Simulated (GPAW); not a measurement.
# SbS2 (I-42d) in GPAW: equation of state with PBE

Aim: the equation of state of SbS2 with PBE.

All numbers are computed with GPAW 26.7.0; they aren't measurements. Logs are shortened: lines on timing, memory, paths and dates and some standing lists are left out, and cuts for length are marked. The log counts tension as positive stress, the text compression.

## 1. The structure

It takes space group I-42d (No. 122, tetragonal). Conventional cell: a = 6.061 Å, b = 6.061 Å, c = 11.595 Å, α = 90.00°, β = 90.00°, γ = 90.00°. Around Sb (site symmetry -4) lie 4 S at 2.50 Å. S (site symmetry 2) is surrounded by 2 Sb at 2.50 Å.

The cell comes from a database or a generator and needn't be the stable form of this composition.

## 2. Equation of state, PBE

File run.py:

```python
from ase import Atoms
from ase.eos import EquationOfState
from ase.io import Trajectory
from ase.units import GPa
from gpaw import GPAW, PW

atoms = Atoms(['Sb', 'Sb', 'S', 'S', 'S', 'S'],
              cell=[[-3.030715, 3.030715, 5.797597],
                    [3.030715, -3.030715, 5.797597],
                    [3.030715, 3.030715, -5.797597]],
              scaled_positions=[[0.0, 0.0, 0.0],
                                [0.75, 0.25, 0.5],
                                [0.649029, 0.125, 0.024029],
                                [0.375, 0.350971, 0.475971],
                                [0.100971, 0.625, 0.975971],
                                [0.875, 0.899029, 0.524029]],
              pbc=True)

traj = Trajectory('eos.traj', 'w')
volumes, energies = [], []
for x in [0.94, 0.96, 0.98, 1.0, 1.02, 1.04, 1.06]:
    a = atoms.copy()
    a.set_cell(atoms.cell * x**(1 / 3), scale_atoms=True)
    calc = GPAW(mode=PW(600),
                xc='PBE',
                kpts={'size': (4, 4, 4), 'gamma': True},
                occupations={'name': 'fermi-dirac', 'width': 0.05},
                nbands=44,
                convergence={'density': 1e-05, 'energy': 1e-05},
                maxiter=150,
                txt=f'eos-{x:.2f}.txt')
    a.calc = calc
    energies.append(a.get_potential_energy(force_consistent=True))
    volumes.append(a.get_volume())
    p = -a.get_stress()[:3].mean() / GPa
    calc.write(f'eos-{x:.2f}.gpw')
    traj.write(a)
    print(f'{x:.2f} {volumes[-1]:10.4f} A^3 {energies[-1]:14.6f} eV {p:9.3f} GPa', flush=True)

v0, e0, B = EquationOfState(volumes, energies, eos='birchmurnaghan').fit()
print(f'V0 = {v0:.4f} A^3, E0 = {e0:.6f} eV, B0 = {B / GPa:.2f} GPa')
```

Potentials or basis: GPAW PAW data sets (gpaw-data 1.2.1), pw.

Launch:

```
> OMP_NUM_THREADS=1 python run.py
```

Output:

```text
__  _  _
 | _ |_)|_||  |
 |__||  | ||/\| - 26.7.0

Input parameters:
  mode=PW(ecut=600.0),
  convergence={'density': 1e-05, 'energy': 1e-05},
  kpts=MonkhorstPack(size=(4, 4, 4), gamma=True),
  maxiter=150,
  nbands=44,
  occupations=Occupations(name='fermi-dirac', width=0.05),
  xc=XC(name='PBE')

Diagonalizing LCAO Hamiltonian
Converting LCAO to pw mode

               S

        S
            Sb

               S

           Sb
                      S

Atoms  # Å, Bohr magnetons
|   | symbol |         x |        y |         z |    initial magnetic moments |
|---|--------|-----------|----------|-----------|-----------------------------|
| 0 |     Sb |  0.000000 | 0.000000 |  0.000000 | ( 0.0000,  0.0000,  0.0000) |
| 1 |     Sb |  0.000000 | 2.968846 |  2.839623 | ( 0.0000,  0.0000,  0.0000) |
| 2 |      S | -1.484423 | 1.627100 |  4.259434 | ( 0.0000,  0.0000,  0.0000) |
| 3 |      S |  1.341746 | 1.484423 |  1.419811 | ( 0.0000,  0.0000,  0.0000) |
| 4 |      S |  4.453269 | 1.341746 | -1.419811 | ( 0.0000,  0.0000,  0.0000) |
| 5 |      S |  1.627100 | 1.484423 |  7.099057 | ( 0.0000,  0.0000,  0.0000) |

Unit cell  # Å
| periodic |         x |         y |         z |  lengths |     angles |
|----------|-----------|-----------|-----------|----------|------------|
|      yes | -2.968846 |  2.968846 |  5.679245 | 7.062714 | 130.286009 |
|      yes |  2.968846 | -2.968846 |  5.679245 | 7.062714 | 130.286009 |
|      yes |  2.968846 |  2.968846 | -5.679245 | 7.062714 |  72.949945 |

Number of symmetries: 4
Symmetry operations  # r_c * U_cc + t_c -> r_c
|   | kind |            matrix            |
|---|------|------------------------------|
| 0 |  E   |  1, 0, 0,  0, 1, 0,  0, 0, 1 |
| 1 |  C2  |  0, 1, 0,  1, 0, 0, -1,-1,-1 |
| 2 |  S4  |  0, 0, 1, -1,-1,-1,  0, 1, 0 |
| 3 |  S4  | -1,-1,-1,  0, 0, 1,  1, 0, 0 |

BZ-sampling:
  Number of BZ points: 64
  Number of IBZ points: 14

  Monkhorst-Pack size: [4, 4, 4]
  Monkhorst-Pack shift: [0.125, 0.125, 0.125]

K-points  # in reciprocal-cell coordinates
|     |                                coordinates |     weight |
|-----|--------------------------------------------|------------|
|   0 | (  0.00000000,   0.00000000,   0.00000000) | 0.01562500 |
|   1 | (  0.25000000,  -0.25000000,   0.00000000) | 0.06250000 |
|   2 | (  0.25000000,  -0.25000000,   0.25000000) | 0.06250000 |
|   3 | (  0.25000000,   0.00000000,   0.00000000) | 0.12500000 |
|   4 | (  0.25000000,   0.25000000,  -0.25000000) | 0.03125000 |
|   5 | (  0.25000000,   0.25000000,   0.25000000) | 0.03125000 |
|   6 | (  0.50000000,   0.00000000,   0.25000000) | 0.12500000 |
|   7 | (  0.50000000,   0.00000000,   0.50000000) | 0.06250000 |
|   8 | (  0.50000000,   0.25000000,   0.00000000) | 0.12500000 |
|   9 | (  0.50000000,   0.25000000,   0.25000000) | 0.12500000 |
| ... |                                            |            |
|  13 | (  0.50000000,   0.50000000,   0.50000000) | 0.01562500 |

Plane wave coefficients: 6707
Cutoff: 600.0 eV

Spin-components: 1 (collinear spins)
Bands:           44
Projectors:      32
Spin-degeneracy: 2
Datatype:        complex128

Parallelization:
  kpt:    1
  domain: 1
  band:   1

Density:
  Valence electrons: 54.0
  Components: 1
  Grid points: [40 40 40]
  Charge: 0.0  # |e|

Potential:
  Grid points: [40 40 40]

species:
  Sb:
    name:    Antimony
    Z:       51.0
    valence: 15
    core:    36
    charge:  0.0  # [|e|]
    compensation charges:
      type: gauss
      rc: 0.36  # [Å]
      lmax: 2
    cutoffs:
      filter: 2.23  # [Å]
      core: 2.23  # [Å]
    projectors
    | kind |    occ | energy [eV] | rcut [Å] |
    |------|--------|-------------|----------|
    |   5s |  2.000 |     -12.815 |    1.154 |
    |   5p |  3.000 |      -4.830 |    1.233 |
    |   4d | 10.000 |     -33.514 |    1.196 |
    |    s |        |      14.396 |    1.154 |
    |    p |        |      22.381 |    1.233 |
    |    d |        |      -6.303 |    1.196 |

    Using partial waves for Sb as LCAO basis

  S:
    name:    Sulfur
    Z:       16.0
    valence: 6
    core:    10
    charge:  0.0  # [|e|]
    compensation charges:
      type: gauss
      rc: 0.24  # [Å]
      lmax: 2
    cutoffs:
      filter: 1.77  # [Å]
      core: 1.66  # [Å]
    projectors
    | kind |    occ | energy [eV] | rcut [Å] |
    |------|--------|-------------|----------|
    |   3s |  2.000 |     -17.254 |    0.974 |
    |   3p |  4.000 |      -7.008 |    0.979 |
    |    s |        |       9.957 |    0.974 |
    |    p |        |      20.203 |    0.979 |
    |    d |        |       0.000 |    0.900 |

    Using partial waves for S as LCAO basis

Reference energy: -395993.596086  # eV

eigensolver:
  PPCG
  Converge bands: occupied
  niter=2

density mixing:
  MSR1-Mixer
  Pratt-step length: 0.05
  Maximum mixing coefficient: 0.75
  Old densities: 10
  SVD Regularization: 0.005
  Good broyden scale: 1.0
  Trust region scale: 1.0
  Backstep threshold: 4.0
  History deletion threshold: 6.0
  Fourier metric: weight=20.0, sigma=0.015

occupation numbers:
  Fermi-Dirac:
    width: 0.0500  # eV

poisson solver:
  ecut: 4800.0  # eV

xc functional:
  name: PBE with 2 nearest neighbor stencil

convergence criteria:
- Maximum integral of absolute [dens]ity change: 1e-05 electrons / valence electron
- Maximum [total energy] change in last 3 cyles: 1e-05 eV / valence electron
- Maximum integral of absolute [eigenst]ate change: 4e-08 eV^2 / valence electron
maximum number of iterations: 150

SCF iterations
|iter     | |      energy | eigst |  dens |
|---------|-|-------------|-------|-------|
|iter:   1| |  -25.626468 | +0.70 |       |
|iter:   2| |  -25.569096 | -0.73 | -1.07 |
|iter:   3| |  -24.506171 | -1.37 | -1.13 |
|iter:   4| |  -24.408812 | -1.92 | -1.54 |
|iter:   5| |  -24.396918 | -2.89 | -1.92 |
|iter:   6| |  -24.396042 | -4.19 | -2.62 |
|iter:   7| |  -24.396137 | -4.68 | -3.03 |
|iter:   8| |  -24.396097c| -5.69 | -3.39 |
|iter:   9| |  -24.396112c| -6.47 | -3.81 |
|iter:  10| |  -24.396111c| -7.68c| -4.66 |
|iter:  11| |  -24.396111c| -8.13c| -5.19c|

Converged in 11 steps
Energy contributions relative to reference atoms: (reference = -395993.596086)

Energy contributions:
  Kinetic:          32.587935
  Coulomb:         -32.600114
  Zero:              0.619497
  External:          0.000000
  Xc:              -24.985017
  Entropy:          -0.036822
  Spinorbit:         0.000000
  ----------------------------
  Free energy:     -24.414522
  Extrapolated:    -24.396111

dipole moment: (-10.764612, -10.628327, -20.461779)  # |e|*Ang

Fermi level: 2.698
Eigenvalues  # (at kpt = [0.000, 0.000, 0.000])
| band index |      eig [eV] | occ [0-2] |
|------------|---------------|-----------|
|          0 |       -27.447 |     2.000 |
|        ... |               |           |
|         19 |        -1.364 |     2.000 |
|         20 |         0.025 |     2.000 |
|         21 |         0.025 |     2.000 |
|         22 |         0.025 |     2.000 |
|         23 |         0.889 |     2.000 |
|         24 |         0.935 |     2.000 |
[... 8 lines left out ...]
|         33 |         6.499 |     0.000 |
|         34 |         7.404 |     0.000 |
|        ... |               |           |
|         43 |        12.652 |     0.000 |

No gap
No difference between direct/indirect transitions

Stress tensor  # eV/Ang^3
|         x |         y |         z |
|-----------|-----------|-----------|
| -0.016088 | -0.000000 |  0.000000 |
| -0.000000 | -0.016088 |  0.000000 |
|  0.000000 |  0.000000 | -0.018274 |

# Writing to eos-0.94.gpw (mode='')
```

It took 13 min on 1 thread of Arm Neoverse V2, shared host; peak memory 0.65 GiB.

What came out:

| Item | Value |
| --- | --- |
| Equilibrium volume | 35.44 Å³/atom |
| Bulk modulus at fixed shape and positions | 40 GPa |
| Pressure derivative of the bulk modulus | 4.4 |

Energy against volume, from the lowest point:
```tsv
volume (Å³/atom)	energy (meV/atom)
33.371	16.77
34.081	6.98
34.791	1.54
35.502	0.00
36.212	1.99
36.922	7.09
37.632	15.02
```

Caveat: the k mesh is coarse (spacing up to 0.37 Å⁻¹), so the values aren't converged; the cell was scaled at fixed shape and fractional positions, which overstates the stiffness of a crystal with free parameters, most of all of layers and chains.
